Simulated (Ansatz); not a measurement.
# AlRh: the cost of one run

Method: DFT r²SCAN, frozen-core PAW and all-electron LAPW, scalar-relativistic unless said, in Ansatz 0.2.0.

## 1. The starting structure

Symmetry: Pm-3m, No. 221, cubic system. The conventional cell has a = 2.977 Å, b = 2.977 Å, c = 2.977 Å, α = 90.00°, β = 90.00°, γ = 90.00°. Al (site symmetry m-3m) is surrounded by 8 Rh at 2.58 Å. Around Rh (site symmetry m-3m) lie 8 Al at 2.58 Å.

Coordinates:

```
CELL_PARAMETERS angstrom
2.97732 0.00000 0.00000
0.00000 2.97732 0.00000
0.00000 0.00000 2.97732
ATOMIC_POSITIONS crystal
Al 0.00000 0.00000 0.00000
Rh 0.50000 0.50000 0.50000
```

Cartesian axes are those of the input's lattice vectors. The structure goes back to a database entry.

## 2. Cell and atoms relaxed, PAW

Contents of input.yaml:

```yaml
crystal:
  lattice:
    - [2.97732247, 0.0, 0.0]
    - [0.0, 2.97732247, 0.0]
    - [0.0, 0.0, 2.97732247]
  atoms:
    - { symbol: Al, position: [0.0, 0.0, 0.0] }
    - { symbol: Rh, position: [0.5, 0.5, 0.5] }
kpoints:
  mp_grid: { grid: [14, 14, 14] }
scf:
  occupations: { method: fermi_dirac, width: 0.08 }
hamiltonian:
  xc: r2scan
  pseudopotentials: { kind: paw }
relax:
  f_tol: 0.002
  max_steps: 80
  cell: {}
output:
  forces: true
  stress: true
  write_density: true
  write_potential: true
  elf: true
  volumetric_format: npy
```

Command:

```console
> ansatz run input.yaml --threads 1 --pin off --max-ram 3072MiB --backend cpu --events-out ev --progress --plain --runs-dir out
```

**Question.** How long does this run take on 1 thread of Arm Neoverse V2, shared host, and how much memory does it need?

About 15 s, with a peak of 0.4 GiB.
